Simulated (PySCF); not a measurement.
# O4Ru (RuO4): the cost of one run

Computed with PySCF 2.14.0 and routines of our own; the level stands in each step. Atoms count from 0.

## 1. The system as given

5 atoms, charge 0, multiplicity 1; geometry from: GFN2-xTB.

## 2. Relaxing the molecule at PBE0-D3(BJ)/def2-SVP

Job settings and geometry (Å):

```
{"job": {"xc": "PBE0", "basis": "def2-SVP", "d3": "d3bj", "grid": 1, "maxiter": 30, "shake": 0.03, "kind": "geom"}, "charge": 0, "multiplicity": 1}
Ru     0.061270    -0.076580     0.012710
O     -0.007080    -0.030550     1.597480
O      1.448130     0.002740    -0.570080
O     -0.663410     1.319670    -0.526630
O     -0.764070    -1.325760    -0.575600
```

Started as:

```console
OMP_NUM_THREADS=1 python heavy_run.py task.json out
```

This one command runs all jobs of the session in turn.

**Question.** How long does this first job take on 1 thread of Intel Xeon Platinum 8375C at 2.90GHz, shared host, and how much memory does it need?

About 17 s, with a peak of 0.35 GiB.
